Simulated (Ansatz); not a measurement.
# BFH6Si2: basis-set convergence

The task here is to estimate one member of a computed series from the others.

Method: one geometry, several basis sets; program: Ansatz 0.2.0, Gaussian basis.

The runs, in order: PBE0-D4/def2-SVP; ωB97M-V/def2-SVP; PBE0-D4/def2-QZVPP; ωB97M-V/def2-QZVPP; the functionals' def2-TZVPP values are taken from earlier runs.

**The geometry**

An earlier PBE0-D4 in a triple-zeta def2 set relaxation fixed the geometry.

SMILES `FB[SiH2][SiH3]`, 10 atoms, charge 0, spin multiplicity 1.

Atoms are counted from 1 here; the program's logs count them from 0.

Bond lengths: F1–B2 1.322 Å, B2–Si3 2.027 Å, B2–H5 1.203 Å, Si3–Si4 2.347 Å, Si3–H6 1.489 Å, Si3–H7 1.490 Å, Si4–H8 1.488 Å, Si4–H9 1.487 Å, Si4–H10 1.487 Å. Angles: F1–B2–Si3 120.3°, F1–B2–H5 116.3°, Si3–B2–H5 123.3°, B2–Si3–Si4 107.7°, B2–Si3–H6 112.9°, B2–Si3–H7 110.2°, Si4–Si3–H6 108.9°, Si4–Si3–H7 107.9°, H6–Si3–H7 109.2°, Si3–Si4–H8 110.0°, Si3–Si4–H9 110.7°, Si3–Si4–H10 110.0°, H8–Si4–H9 108.7°, H8–Si4–H10 108.5°, H9–Si4–H10 108.8°.

The first run:

The input, in.yaml:

```yaml
crystal:
  periodic: [false, false, false]
  atoms:
    - {symbol: F, position_ang: [-2.163503, 0.958122, -1.543064]}
    - {symbol: B, position_ang: [-0.874451, 0.671997, -1.603946]}
    - {symbol: Si, position_ang: [0.304438, 0.908490, 0.028539]}
    - {symbol: Si, position_ang: [0.439168, -1.166360, 1.116794]}
    - {symbol: H, position_ang: [-0.476239, 0.226611, -2.648041]}
    - {symbol: H, position_ang: [-0.226203, 1.920483, 0.983775]}
    - {symbol: H, position_ang: [1.681602, 1.299621, -0.384681]}
    - {symbol: H, position_ang: [0.968509, -2.196705, 0.183321]}
    - {symbol: H, position_ang: [1.340844, -1.082455, 2.296481]}
    - {symbol: H, position_ang: [-0.911065, -1.591103, 1.573723]}
basis:
  gaussian: {orbitals: def2-SVP}
hamiltonian: {xc: pbe0, dispersion: d4}
output: {orbitals: {seedname: orbitals}}
```

Launch:

```bash
> ansatz run in.yaml --threads 2 --pin off --events-out ev --progress --plain --max-ram 4352MiB
```

Steps of the session up to this table: PBE0-D4 in def2-SVP; ωB97M-V in def2-SVP; PBE0-D4 in def2-QZVPP; ωB97M-V in def2-QZVPP.

One table of the session follows, with a row left open; its other results are not shown here.

It belongs to the step «Functionals by basis». 

```
functional       basis  HOMO (eV)  LUMO (eV)
   PBE0-D4    def2-SVP      -7.94      -1.76
   PBE0-D4  def2-TZVPP      -7.93      -1.86
   PBE0-D4  def2-QZVPP      -7.93      -1.89
   ωB97M-V    def2-SVP      -9.96       0.28
   ωB97M-V  def2-TZVPP      -9.99       0.07
   ωB97M-V  def2-QZVPP          ?          ?
```

**Question.** Estimate the row for ωB97M-V, def2-QZVPP.

The run gave: HOMO (eV): -9.99; LUMO (eV): 0.00.
